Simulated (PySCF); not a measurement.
# CH₈OSi₂: electronic excitations at several levels of theory

How much do the electronic excitations of CH₈OSi₂ (`C[SiH2]O[SiH3]`) depend on the level of theory, and what does each level cost?

The runs use PySCF 2.14.0, with density-fitted response routines of our own; the level of theory stands in each step. All values are computed, except where a source is named. Atoms count from 0, in the outputs and in this text.

### 1 The starting structure

12 atoms, charge 0, multiplicity 1; geometry from: GFN2-xTB. The atoms were then displaced at random by about 0.01 Å, so the start is not that level's minimum.

Bonds of the start (Å): C0–Si1 1.93, Si1–O2 1.63, O2–Si3 1.57, C0–H4 1.08, C0–H5 1.07, C0–H6 1.08, Si1–H7 1.47, Si1–H8 1.48, Si3–H9 1.47, Si3–H10 1.48, Si3–H11 1.47.

### 2 Optimising the geometry at PBE0-D3(BJ)/def2-SVP

What the job is given:

```
{"job": {"xc": "PBE0", "basis": "def2-SVP", "d3": "d3bj", "grid": 1, "shake": 0.01, "kind": "geom"}, "charge": 0, "multiplicity": 1}
C      1.907510    -0.541330     0.331110
Si     0.689460     0.729830    -0.456230
O     -0.841580     0.420640     0.020890
Si    -2.151160    -0.145270     0.680670
H      1.636840    -1.540880     0.027500
H      2.906630    -0.321260     0.014990
H      1.866450    -0.470370     1.412770
H      0.691380     0.619400    -1.918300
H      0.972520     2.106210     0.011760
H     -1.846250    -1.297760     1.535360
H     -2.756150     0.945760     1.478910
H     -3.035960    -0.533240    -0.427810
```

Command:

```bash
> OMP_NUM_THREADS=1 python probes_run.py task.json out
```

The driver reads the jobs from task.json and runs them one after another.

The program printed:

```text
step   0  E = -696.54842615  max force = 0.038123
step   1  E = -696.55683388  max force = 0.011633
step   2  E = -696.55737710  max force = 0.005882
step   3  E = -696.55743428  max force = 0.001593
step   4  E = -696.55744360  max force = 0.000298
optimisation converged
```

Wall time 17 s (1 thread of Arm Neoverse V1, shared host); peak memory 0.42 GiB.

Step by step:

```tsv
step	energy from step 0 (eV)	largest force component (eV/Å)
0	0.0000	1.9604
1	-0.2288	0.5982
2	-0.2436	0.3025
3	-0.2451	0.0819
4	-0.2454	0.0153
```

Distances of close pairs at the start and the end, largest changes first:

```tsv
bond	before (Å)	after (Å)	change (Å)
O2–Si3	1.572	1.644	+0.072
C0–Si1	1.929	1.868	-0.061
C0–H5	1.071	1.102	+0.031
Si3–H9	1.467	1.495	+0.028
Si1–H7	1.466	1.494	+0.028
Si3–H11	1.470	1.493	+0.022
C0–H4	1.079	1.101	+0.022
Si1–O2	1.633	1.653	+0.020
```

The final coordinates are the input of the step that follows.

```tsv
at the end point	value
rotational constants (GHz, main isotopes)	10.697, 1.999, 1.774
dipole moment (D)	0.96
```

### 3 Excited states and response: PBE0/def2-TZVP

What the job is given:

```
{"job": {"kind": "uv", "xc": "PBE0", "basis": "def2-TZVP"}, "charge": 0, "multiplicity": 1}
C      1.913095    -0.500967     0.251730
Si     0.712445     0.744109    -0.453643
O     -0.829284     0.417679     0.045671
Si    -2.192620    -0.173600     0.748287
H      1.661437    -1.522217    -0.073424
H      2.937842    -0.278115    -0.085855
H      1.904717    -0.478603     1.352511
H      0.742883     0.704845    -1.947139
H      1.073806     2.122969    -0.003895
H     -1.865157    -1.348437     1.613514
H     -2.828175     0.883893     1.589082
H     -3.158113    -0.604576    -0.305545
```

Method: TDDFT PBE0/def2-TZVP, vertical, gas phase, core orbitals frozen in the response.

The program printed:

```text
coarse grid: 10384 points
cycle   1  E = -696.7884541072  dE =  3.065e-02  |g| = 7.974e-01  |ddm| = 2.416e+00
cycle   2  E = -696.5674400335  dE =  2.210e-01  |g| = 1.330e+00  |ddm| = 1.180e+00
cycle   3  E = -696.8989374969  dE = -3.315e-01  |g| = 1.231e-01  |ddm| = 8.536e-01
cycle   4  E = -696.9016384640  dE = -2.701e-03  |g| = 4.925e-02  |ddm| = 9.792e-02
cycle   5  E = -696.9022216305  dE = -5.832e-04  |g| = 7.104e-03  |ddm| = 3.331e-02
cycle   6  E = -696.9022323546  dE = -1.072e-05  |g| = 8.823e-04  |ddm| = 6.181e-03
cycle   7  E = -696.9022325498  dE = -1.952e-07  |g| = 2.283e-04  |ddm| = 9.943e-04
final grid: 89248 points
cycle   8  E = -696.8990312979  dE = -1.925e-05  |g| = 7.043e-03  |ddm| = 2.314e-02
cycle   9  E = -696.8990194257  dE =  1.187e-05  |g| = 1.056e-02  |ddm| = 8.930e-03
cycle  10  E = -696.8990407784  dE = -2.135e-05  |g| = 1.009e-03  |ddm| = 5.520e-03
cycle  11  E = -696.8990409665  dE = -1.881e-07  |g| = 1.384e-04  |ddm| = 5.853e-04
cycle  12  E = -696.8990409714  dE = -4.892e-09  |g| = 3.204e-05  |ddm| = 1.255e-04
cycle  13  E = -696.8990409716  dE = -2.099e-10  |g| = 5.338e-06  |ddm| = 2.498e-05
converged SCF energy = -696.8990409716

Static polarisability (au): isotropic 66.487, principal 61.291 65.310 72.861

Singlet excitations
state   eV       nm        f      main configurations
  1   7.1232    174.1   0.00002   H->L 0.71, H-1->L 0.26
  2   7.1562    173.3   0.00172   H-1->L 0.70, H->L 0.26
  3   8.1445    152.2   0.00164   H->L+1 0.43, H-3->L 0.33, H-1->L+1 0.10
  4   8.1494    152.1   0.02062   H-2->L 0.47, H-1->L+1 0.33, H-1->L+2 0.09
  5   8.3213    149.0   0.05218   H-1->L+1 0.37, H-2->L 0.31, H->L+1 0.22
  6   8.3506    148.5   0.00645   H-3->L 0.40, H->L+1 0.25, H-1->L+1 0.17
  7   8.7771    141.3   0.00213   H->L+2 0.30, H-1->L+3 0.24, H->L+4 0.15
  8   8.8157    140.6   0.00319   H-1->L+2 0.76, H-2->L 0.14
  9   8.8294    140.4   0.00524   H->L+2 0.42, H-1->L+3 0.19, H-3->L 0.12
 10   9.0284    137.3   0.00232   H->L+4 0.42, H-1->L+3 0.19, H-1->L+4 0.18

Triplet excitations (Tamm-Dancoff, eV): 6.7768 6.8296 7.6101 7.6821
```

Run time: 19 s. Hardware: 1 thread of Arm Neoverse V1, shared host; peak memory 0.78 GiB.

The orbitals next to the gap, with their largest atomic shares:

```tsv
orbital	eV	atoms
HOMO−3	-9.54	Si3 24 %, Si1 21 %, H11 14 %
HOMO−2	-9.49	Si3 25 %, C0 20 %, H9 18 %
HOMO−1	-8.46	O2 26 %, Si1 17 %, C0 15 %
HOMO	-8.45	O2 27 %, Si1 19 %, Si3 14 %
LUMO	0.11	Si3 62 %, Si1 25 %, O2 5 %
LUMO+1	0.99	Si1 45 %, H6 12 %, H4 12 %
LUMO+2	1.55	Si1 59 %, Si3 24 %
```

With each of the 10 states as a Gaussian band of 0.4 eV half-width at 1/e, the curve within the window shown has maxima at 150 nm (ε 3,200) L/(mol cm). Beyond the last state computed it falls off for lack of states. The curve at chosen wavelengths:

nm, ε (L/mol/cm) and a bar:
```
      133        141 #
      135        280 ###
      138        605 ######
      140        929 #########
      142       1391 #############
      144       1996 ###################
      147       2905 ###########################
      149       3215 ##############################
      151       3128 #############################
      154       2377 ######################
      156       1712 ################
      158       1110 ##########
      160        656 ######
      163        265 ##
      165        147 #
      167         95 #
      169         78 #
      172         74 #
      174         72 #
      176         66 #
      179         51 
      181         40 
      183         29 
      185         20 
      188         10 
      190          6
```

Ground-state properties from the same run:

```tsv
property	computed
dipole moment (D)	0.93
polarisability (Å³)	9.85
HOMO–LUMO gap (eV)	8.57
−ε(HOMO) (eV)	8.45
```

### 4 Excited states and response: PBE0/aug-cc-pVDZ

The job, as its differences from that of step 3:

```diff
@@ -1,2 +1,2 @@
-{"job": {"kind": "uv", "xc": "PBE0", "basis": "def2-TZVP"}, "charge": 0, "multiplicity": 1}
+{"job": {"kind": "uv", "xc": "PBE0", "basis": "aug-cc-pVDZ"}, "charge": 0, "multiplicity": 1}
 C      1.913095    -0.500967     0.251730
```

Level: TDDFT PBE0/aug-cc-pVDZ, vertical, gas phase, core orbitals frozen in the response.

The program printed:

```text
coarse grid: 10384 points
cycle   1  E = -696.6993610383  dE =  9.456e-02  |g| = 7.460e-01  |ddm| = 7.663e+00
cycle   2  E = -696.4825834723  dE =  2.168e-01  |g| = 1.274e+00  |ddm| = 2.977e+00
cycle   3  E = -696.8047551611  dE = -3.222e-01  |g| = 1.123e-01  |ddm| = 1.936e+00
cycle   4  E = -696.8073406874  dE = -2.586e-03  |g| = 4.447e-02  |ddm| = 3.144e-01
cycle   5  E = -696.8078541962  dE = -5.135e-04  |g| = 5.566e-03  |ddm| = 9.577e-02
cycle   6  E = -696.8078644264  dE = -1.023e-05  |g| = 7.273e-04  |ddm| = 1.873e-02
cycle   7  E = -696.8078646010  dE = -1.746e-07  |g| = 1.592e-04  |ddm| = 2.595e-03
final grid: 89248 points
cycle   8  E = -696.8191189233  dE = -5.997e-06  |g| = 6.421e-03  |ddm| = 9.332e-02
cycle   9  E = -696.8191088810  dE =  1.004e-05  |g| = 9.480e-03  |ddm| = 2.545e-02
cycle  10  E = -696.8191279816  dE = -1.910e-05  |g| = 9.734e-04  |ddm| = 1.508e-02
cycle  11  E = -696.8191281886  dE = -2.070e-07  |g| = 5.845e-05  |ddm| = 1.686e-03
cycle  12  E = -696.8191281897  dE = -1.171e-09  |g| = 1.799e-05  |ddm| = 2.465e-04
cycle  13  E = -696.8191281898  dE = -1.105e-10  |g| = 2.440e-06  |ddm| = 7.584e-05
converged SCF energy = -696.8191281898

Static polarisability (au): isotropic 71.678, principal 65.595 70.234 79.205

Singlet excitations
state   eV       nm        f      main configurations
  1   6.8517    181.0   0.00109   H->L 0.79, H->L+1 0.16
  2   6.8889    180.0   0.00154   H-1->L 0.80, H-1->L+1 0.14
  3   7.3394    168.9   0.02093   H-1->L+1 0.76, H-1->L 0.15
  4   7.3719    168.2   0.04759   H->L+1 0.75, H->L 0.16
  5   7.7268    160.5   0.03379   H->L+2 0.88
  6   7.7671    159.6   0.10364   H-1->L+2 0.90
  7   7.9409    156.1   0.00590   H->L+3 0.83
  8   8.0012    155.0   0.04938   H-1->L+3 0.71, H-2->L 0.15
  9   8.0292    154.4   0.00385   H-1->L+4 0.84
 10   8.0576    153.9   0.00414   H-2->L 0.53, H-1->L+3 0.23

Triplet excitations (Tamm-Dancoff, eV): 6.5510 6.6063 7.1582 7.1838
```

Wall time 18 s (1 thread of Arm Neoverse V1, shared host); peak memory 0.77 GiB.

In short: HOMO -8.36 eV, LUMO -0.21 eV; lowest singlet 6.85 eV.

### 5 Ultraviolet spectrum: PBE0/def2-TZVPD

The job, as its differences from that of step 4:

```diff
@@ -1,2 +1,2 @@
-{"job": {"kind": "uv", "xc": "PBE0", "basis": "aug-cc-pVDZ"}, "charge": 0, "multiplicity": 1}
+{"job": {"kind": "uv", "xc": "PBE0", "basis": "def2-TZVPD"}, "charge": 0, "multiplicity": 1}
 C      1.913095    -0.500967     0.251730
```

Method: TDDFT PBE0/def2-TZVPD, vertical, gas phase, core orbitals frozen in the response.

The program printed:

```text
coarse grid: 10384 points
cycle   1  E = -696.7891744453  dE =  3.127e-02  |g| = 7.974e-01  |ddm| = 2.866e+00
cycle   2  E = -696.5634112379  dE =  2.258e-01  |g| = 1.338e+00  |ddm| = 1.223e+00
cycle   3  E = -696.8995486463  dE = -3.361e-01  |g| = 1.251e-01  |ddm| = 8.216e-01
cycle   4  E = -696.9023472233  dE = -2.799e-03  |g| = 4.981e-02  |ddm| = 1.067e-01
cycle   5  E = -696.9029425115  dE = -5.953e-04  |g| = 7.364e-03  |ddm| = 3.724e-02
cycle   6  E = -696.9029541614  dE = -1.165e-05  |g| = 9.266e-04  |ddm| = 7.887e-03
cycle   7  E = -696.9029543768  dE = -2.154e-07  |g| = 2.379e-04  |ddm| = 1.610e-03
final grid: 89248 points
cycle   8  E = -696.8997674757  dE = -2.094e-05  |g| = 7.040e-03  |ddm| = 1.035e-01
cycle   9  E = -696.8997555296  dE =  1.195e-05  |g| = 1.057e-02  |ddm| = 1.034e-02
cycle  10  E = -696.8997769578  dE = -2.143e-05  |g| = 1.021e-03  |ddm| = 5.743e-03
cycle  11  E = -696.8997771503  dE = -1.925e-07  |g| = 1.411e-04  |ddm| = 6.972e-04
cycle  12  E = -696.8997771554  dE = -5.101e-09  |g| = 3.319e-05  |ddm| = 1.702e-04
cycle  13  E = -696.8997771556  dE = -2.206e-10  |g| = 5.621e-06  |ddm| = 3.821e-05
converged SCF energy = -696.8997771556

Static polarisability (au): isotropic 70.794, principal 64.861 69.533 77.987

Singlet excitations
state   eV       nm        f      main configurations
  1   6.9641    178.0   0.00126   H->L 0.70, H-1->L 0.24
  2   6.9989    177.1   0.00124   H-1->L 0.70, H->L 0.24
  3   7.6116    162.9   0.02688   H-1->L+1 0.63, H->L+1 0.31
  4   7.6431    162.2   0.04579   H->L+1 0.62, H-1->L+1 0.31
  5   7.9651    155.7   0.02548   H->L+2 0.47, H-3->L 0.24, H-1->L+2 0.11
  6   7.9739    155.5   0.02612   H-2->L 0.41, H-1->L+2 0.34
  7   8.1224    152.6   0.01954   H-3->L 0.40, H->L+2 0.30, H->L+5 0.11
  8   8.1293    152.5   0.09912   H-1->L+2 0.43, H-2->L 0.34
  9   8.2945    149.5   0.00393   H->L+3 0.43, H-1->L+3 0.17, H-1->L+4 0.09
 10   8.3590    148.3   0.00465   H-1->L+4 0.39, H->L+4 0.19, H->L+3 0.17

Triplet excitations (Tamm-Dancoff, eV): 6.6491 6.7029 7.3727 7.3893
```

It took 28 s on 1 thread of Arm Neoverse V1, shared host; peak memory 0.89 GiB.

Key values: HOMO -8.46 eV, LUMO -0.13 eV; lowest singlet 6.96 eV.

### 6 Ultraviolet spectrum: PBE0/6-31+G*

The job, as its differences from that of step 5:

```diff
@@ -1,2 +1,2 @@
-{"job": {"kind": "uv", "xc": "PBE0", "basis": "def2-TZVPD"}, "charge": 0, "multiplicity": 1}
+{"job": {"kind": "uv", "xc": "PBE0", "basis": "6-31+G*"}, "charge": 0, "multiplicity": 1}
 C      1.913095    -0.500967     0.251730
```

Level: TDDFT PBE0/6-31+G*, vertical, gas phase, core orbitals frozen in the response.

The program printed:

```text
coarse grid: 10384 points
cycle   1  E = -696.7291489078  dE =  5.220e-02  |g| = 7.299e-01  |ddm| = 3.036e+00
cycle   2  E = -696.5339373455  dE =  1.952e-01  |g| = 1.224e+00  |ddm| = 1.572e+00
cycle   3  E = -696.8320487814  dE = -2.981e-01  |g| = 1.040e-01  |ddm| = 1.077e+00
cycle   4  E = -696.8342401198  dE = -2.191e-03  |g| = 4.094e-02  |ddm| = 1.279e-01
cycle   5  E = -696.8346787185  dE = -4.386e-04  |g| = 4.342e-03  |ddm| = 4.432e-02
cycle   6  E = -696.8346851451  dE = -6.427e-06  |g| = 4.797e-04  |ddm| = 9.488e-03
final grid: 89248 points
cycle   7  E = -696.7850537190  dE = -4.340e-06  |g| = 6.612e-03  |ddm| = 2.491e-02
cycle   8  E = -696.7850430202  dE =  1.070e-05  |g| = 9.797e-03  |ddm| = 1.228e-02
cycle   9  E = -696.7850634605  dE = -2.044e-05  |g| = 9.436e-04  |ddm| = 7.393e-03
cycle  10  E = -696.7850636557  dE = -1.953e-07  |g| = 3.344e-05  |ddm| = 8.121e-04
cycle  11  E = -696.7850636562  dE = -4.551e-10  |g| = 1.325e-05  |ddm| = 1.450e-04
converged SCF energy = -696.7850636562

Static polarisability (au): isotropic 61.994, principal 57.995 61.301 66.686

Singlet excitations
state   eV       nm        f      main configurations
  1   6.9856    177.5   0.00060   H-1->L 0.90
  2   7.0096    176.9   0.00179   H->L 0.90
  3   7.5552    164.1   0.03564   H->L+1 0.94
  4   7.5970    163.2   0.04533   H-1->L+1 0.93
  5   7.9834    155.3   0.04361   H-1->L+2 0.81
  6   8.0135    154.7   0.07634   H->L+2 0.68, H-2->L 0.17
  7   8.1476    152.2   0.08123   H-2->L 0.58, H->L+2 0.22, H->L+5 0.10
  8   8.1731    151.7   0.00922   H-3->L 0.52, H-1->L+3 0.21, H-1->L+5 0.14
  9   8.3125    149.2   0.00768   H-1->L+3 0.70, H-3->L 0.17
 10   8.3543    148.4   0.02497   H->L+3 0.86

Triplet excitations (Tamm-Dancoff, eV): 6.7171 6.7523 7.3443 7.4104
```

Wall time 8 s (1 thread of Arm Neoverse V1, shared host); peak memory 0.52 GiB.

In short: HOMO -8.43 eV, LUMO -0.10 eV; lowest singlet 6.99 eV.

### 7 Run by run: electronic excitations

Excitations and ground-state properties, with basis size and wall time:

```tsv
run	lowest singlet (eV)	brightest (eV)	f	gap (eV)	α (Å³)	μ (D)	functions	time
PBE0/def2-TZVP	7.12	8.32	0.052	8.57	9.85	0.93	184	19 s
PBE0/aug-cc-pVDZ	6.85	7.77	0.104	8.15	10.62	0.92	172	18 s
PBE0/def2-TZVPD	6.96	8.13	0.099	8.33	10.49	0.93	235	28 s
PBE0/6-31+G*	6.99	8.15	0.081	8.33	9.19	0.97	96	8 s
```

### 8 Results

```
                                quantity                        value
    rotational constants (main isotopes)        10.70, 2.00, 1.77 GHz
         lowest singlet (PBE0/def2-TZVP)  7.12 eV (174 nm), f = 0.000
brightest single state of those computed  state 5, 8.32 eV, f = 0.052
                          lowest triplet                      6.78 eV
             range of the lowest singlet              6.85 to 7.12 eV
```

What this shows: Single values in the summary come from the first run of each kind that ended normally (PBE0/def2-TZVP), which need not be the best level. Relaxing lowered the energy by 0.245 eV in 4 steps; the close pair that moved most is O2–Si3, from 1.572 to 1.644 Å. No frequency check was run at this level, so the end point may be a saddle. The lowest singlet, at 7.12 eV, is HOMO→LUMO 0.71, HOMO−1→LUMO 0.26 and is dark; of the 10 states computed, the strongest absorption comes from states 5 to 6 together at 8.32 eV. The lowest triplet lies 0.35 eV below the lowest singlet (triplets in Tamm-Dancoff, singlets in full TDDFT). The basis of PBE0/def2-TZVP has no diffuse functions, so Rydberg states are missing and the high states are unreliable. The lowest singlet runs from 6.85 eV (PBE0/aug-cc-pVDZ) to 7.12 eV (PBE0/def2-TZVP), while the orbital gap spans 8.15 to 8.57 eV. The lowest state need not be the same one in every run.
